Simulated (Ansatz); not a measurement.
# Ga2HCl (triplet): wave-function methods side by side at a displaced geometry (v2), cc-pVDZ

An exercise on one series of results from a longer session: the logs are not shown, and one member is left open.

Computed with Ansatz 0.2.0, Gaussian basis. Level: cc-pVDZ, core rule «outside noble gas», up to 33 orbitals frozen.

Plan: UHF; CCSD(T) on ROHF; CCSD(T) on UHF; BCCD(T) on ROHF; CISD; CCSDT(Q) on ROHF; CCSDT(Q) on UHF.

26 further runs of the same task are left out: 8 that didn't finish, 18 set aside as unsound or not needed.

**What is computed**

The geometry is a PBE0/def2-TZVP stationary point (not a proven minimum) with its atoms shifted at random (size 0.100 Å). No spin-orbit coupling is included. The filled d shell of Ga may be among the frozen orbitals whatever the setting's name suggests; the logs give the count.

4 atoms, charge 0, spin multiplicity 3.

Atoms are counted from 1 here; the program's logs count them from 0.

Bond lengths: Cl1–Ga2 2.166 Å, Ga2–Ga3 2.503 Å, Ga2–H4 1.490 Å. Angles: Cl1–Ga2–Ga3 110.2°, Cl1–Ga2–H4 120.2°, Ga3–Ga2–H4 128.0°.

The first run:

in.yaml

```yaml
crystal:
  periodic: [false, false, false]
  atoms:
    - {symbol: Cl, position_ang: [0.100360, -0.833847, 2.111969]}
    - {symbol: Ga, position_ang: [-0.064514, 0.706534, 0.598400]}
    - {symbol: Ga, position_ang: [0.012106, -0.313495, -1.686286]}
    - {symbol: H, position_ang: [0.095215, 2.141504, 0.967358]}
basis:
  gaussian: {orbitals: cc-pVDZ}
magnetization: {spin_polarized: true, initial_magnetization: 2}
hamiltonian: {xc: hf}
output: {orbitals: {seedname: orbitals}}
```

Run with:

```console
$ ansatz run in.yaml --threads 1 --pin off --events-out ev --progress --plain --max-ram 2393MiB
```

Steps of the session up to this table: UHF; CCSD(T) on ROHF; CCSD(T) on UHF; BCCD(T) on ROHF; CISD; CCSDT(Q) on ROHF; CCSDT(Q) on UHF.

One table of the session follows, with a row left open; its other results are not shown here.

It belongs to the step «Misses and costs». 

```
   method  from UCCSDT(Q) (meV)
     ROHF               +7297.3
      UHF               +7177.2
     RMP2               +1175.0
     UMP2                     ?
    RCCSD                +243.1
    UCCSD                +227.9
 RCCSD(T)                 +59.1
 UCCSD(T)                 +49.1
  BCCD(T)                 +57.3
   RCCSDT                 +25.6
   UCCSDT                 +15.2
RCCSDT(Q)                 +11.0
UCCSDT(Q)                     0
```

**Question.** Estimate the row for UMP2.

As computed: from UCCSDT(Q) (meV): +1170.9. In the column «from UCCSDT(Q) (meV)» it lies between RCCSD (+243.1) and RMP2 (+1175.0).

Not comparable, so not listed: CISD (they don't share determinant, frozen orbitals or solution with the rows shown, or repeat one).

To keep in mind: Restricted and unrestricted rows rest on different reference determinants; where their highest levels disagree by more than a few hundredths of an eV, they describe different states and don't form one ladder.
